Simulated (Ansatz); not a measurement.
Which YAML input does this script hand to the engine? (the Python package of Ansatz (0.2.0))

The script, `energy_c3h6geo.py`:
```python
"""Single point of C3H6GeO."""

import warnings

import ansatz as az

warnings.simplefilter("ignore", az.DeckWarning)

geometry_ang = [
    ("C", (-1.595, 0.374, 0.7075)),
    ("Ge", (0.2482, 0.7909, 0.4749)),
    ("C", (1.3117, -0.6424, 0.5769)),
    ("C", (0.9795, -0.3464, -0.7654)),
    ("O", (0.9458, -0.7238, -2.1195)),
    ("H", (-1.7725, -0.562, 1.1642)),
    ("H", (-2.1128, 0.4293, -0.2926)),
    ("H", (-2.0615, 1.2119, 1.3371)),
    ("H", (0.7194, 2.2127, 0.0471)),
    ("H", (1.9235, -1.2848, 1.2654)),
    ("H", (1.4791, -1.5165, -2.375)),
]
c3h6geo = az.Crystal.molecule()
for symbol, xyz in geometry_ang:
    c3h6geo = c3h6geo.atom(symbol, xyz)

model = (
    c3h6geo.calculation()
    .basis(gaussian="cc-pVDZ")
    .functional("r2scan")
)
rep = model.session().plan(threads=1).execute().report

print("reference energy %16.6f eV" % rep["reference_energy_ev"])
print("total energy     %16.6f eV" % rep["free_energy_ev"])
print("occupied (up, down):", rep["n_occupied"], " virtual:", rep["n_virtual"], " frozen:", rep["n_frozen"])

state = rep["mean_field"]["state"]
print(f"mean field: {state['energy']['hartree']:.7f} Ha, <S^2> = {abs(state['spin_squared']):.4f}, stability: {state.get('stability', {}).get('kind')}")
```

Output of `python energy_c3h6geo.py`:
```text
reference energy    -61766.650183 eV
total energy        -61766.650183 eV
occupied (up, down): [32, 32]  virtual: [81, 81]  frozen: 0
mean field: -2269.8825273 Ha, <S^2> = 0.0000, stability: minimum
```

`input.yaml`:
```yaml
crystal:
  periodic: [false, false, false]
  atoms:
    - { symbol: C, position_ang: [-1.595, 0.374, 0.7075] }
    - { symbol: Ge, position_ang: [0.2482, 0.7909, 0.4749] }
    - { symbol: C, position_ang: [1.3117, -0.6424, 0.5769] }
    - { symbol: C, position_ang: [0.9795, -0.3464, -0.7654] }
    - { symbol: O, position_ang: [0.9458, -0.7238, -2.1195] }
    - { symbol: H, position_ang: [-1.7725, -0.562, 1.1642] }
    - { symbol: H, position_ang: [-2.1128, 0.4293, -0.2926] }
    - { symbol: H, position_ang: [-2.0615, 1.2119, 1.3371] }
    - { symbol: H, position_ang: [0.7194, 2.2127, 0.0471] }
    - { symbol: H, position_ang: [1.9235, -1.2848, 1.2654] }
    - { symbol: H, position_ang: [1.4791, -1.5165, -2.375] }
basis:
  gaussian: { orbitals: cc-pVDZ }
hamiltonian:
  xc: r2scan
```

The program run on that file:
```console
$ ansatz run input.yaml --threads 1 --pin off --max-ram 4096MiB --backend cpu --events-out ev --progress --plain --runs-dir out
Engine: ansatz 0.2.0, aarch64-unknown-linux-gnu
Functional definition: r2SCAN
  parameter k0 = 0.174
  parameter k1 = 0.065
  parameter a1 = 4.9479
  exchange = r2scan_x(k0 = k0, k1 = k1, a1 = a1)
  correlation = r2scan_c
1398 factors; their error is unknown
mean field evaluation 1: about -61756.0141 eV, gradient 6.6e1 eV
mean field evaluation 2: about -61742.8073 eV, gradient 9.2e1 eV
mean field evaluation 4: about -61766.5383 eV, gradient 7.6e0 eV
mean field evaluation 8: about -61766.6903 eV, gradient 3.0e-1 eV
mean field evaluation 16: about -61766.6502 eV, gradient 3.4e-4 eV
mean field -61766.65017209 eV, -2269.8825268853 hartree, gradient 2.9e-5 eV, S^2 0.000000; 0 other end points of the search recorded, 0 dependent functions left out
reference -61766.65018286 eV, -2269.8825272811 hartree; 32, 32 occupied and 81, 81 virtual orbitals, 1398 factors
Total energy: -61766.65018286 eV, -2269.8825272811 hartree
```

What to keep in mind:
- Total energies depend on the basis set; only differences at equal settings carry meaning.
- The geometry is a force-field or estimated start, not a minimum of this method, and the basis set is short of its limit.
- Timing: 10 s on 1 thread of Arm Neoverse V1 (shared host), peak memory 0.24 GiB.

(A comment or docstring line of the script was reworded after the run, the code is as it ran; lines on the test bed's own set-up are left out of the output.)
